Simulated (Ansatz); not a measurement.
**C2H8OSi2: small, medium and large basis sets**

An exercise on one series of results from a longer session: the logs are not shown, and one member is left open.

Computed with Ansatz 0.2.0, Gaussian basis. Level: one geometry, several basis sets.

Levels to be run: PBE0-D4/def2-SVP; ωB97M-V/def2-SVP; PBE0-D4/def2-QZVPP; ωB97M-V/def2-QZVPP; the functionals' def2-TZVPP values are taken from earlier runs.

## The relaxed structure

An earlier PBE0-D4 in a triple-zeta def2 set relaxation fixed the geometry.

SMILES `C=C[SiH2][SiH2]O`, 13 atoms, charge 0, spin multiplicity 1.

Atoms are counted from 1 here; the program's logs count them from 0.

Bond lengths: C1–C2 1.331 Å, C1–H6 1.086 Å, C1–H7 1.087 Å, C2–Si3 1.866 Å, C2–H8 1.090 Å, Si3–Si4 2.352 Å, Si3–H9 1.490 Å, Si3–H10 1.490 Å, Si4–O5 1.657 Å, Si4–H11 1.494 Å, Si4–H12 1.485 Å, O5–H13 0.958 Å. Angles: C2–C1–H6 121.8°, C2–C1–H7 122.1°, H6–C1–H7 116.1°, C1–C2–Si3 124.1°, C1–C2–H8 117.9°, Si3–C2–H8 118.0°, C2–Si3–Si4 108.2°, C2–Si3–H9 109.8°, C2–Si3–H10 109.0°, Si4–Si3–H9 110.6°, Si4–Si3–H10 110.2°, H9–Si3–H10 108.9°, Si3–Si4–O5 110.9°, Si3–Si4–H11 108.4°, Si3–Si4–H12 112.6°, O5–Si4–H11 110.9°, O5–Si4–H12 105.5°, H11–Si4–H12 108.5° and more.

Set-up of the first run:

File in.yaml:

```yaml
crystal:
  periodic: [false, false, false]
  atoms:
    - {symbol: C, position_ang: [-2.302369, -0.579921, 0.284488]}
    - {symbol: C, position_ang: [-1.228246, -0.571099, -0.501157]}
    - {symbol: Si, position_ang: [0.484364, -1.050807, 0.062912]}
    - {symbol: Si, position_ang: [1.765561, 0.910911, 0.271748]}
    - {symbol: O, position_ang: [1.471174, 1.946320, -0.987930]}
    - {symbol: H, position_ang: [-2.251850, -0.907503, 1.319147]}
    - {symbol: H, position_ang: [-3.280809, -0.268118, -0.070690]}
    - {symbol: H, position_ang: [-1.352683, -0.237510, -1.531242]}
    - {symbol: H, position_ang: [1.101318, -1.977082, -0.927905]}
    - {symbol: H, position_ang: [0.386152, -1.744979, 1.378203]}
    - {symbol: H, position_ang: [1.434784, 1.553746, 1.578863]}
    - {symbol: H, position_ang: [3.226061, 0.646094, 0.233660]}
    - {symbol: H, position_ang: [0.567047, 2.245248, -1.095498]}
basis:
  gaussian: {orbitals: def2-SVP}
hamiltonian: {xc: pbe0, dispersion: d4}
output: {orbitals: {seedname: orbitals}}
```

Among the steps run: PBE0-D4 in def2-SVP; ωB97M-V in def2-SVP; PBE0-D4 in def2-QZVPP; ωB97M-V in def2-QZVPP.

One table of the session follows, with a row left open; its other results are not shown here.

It belongs to the step «Density functionals: the series». 

| functional | basis | HOMO (eV) |
| --- | --- | --- |
| PBE0-D4 | def2-SVP | ? |
| PBE0-D4 | def2-TZVPP | -7.36 |
| PBE0-D4 | def2-QZVPP | -7.38 |
| ωB97M-V | def2-SVP | -9.32 |
| ωB97M-V | def2-TZVPP | -9.41 |
| ωB97M-V | def2-QZVPP | -9.43 |

**Question.** Estimate the row for PBE0-D4, def2-SVP.

**Answer.** HOMO (eV): -7.30. In the column «HOMO (eV)» it is the highest.
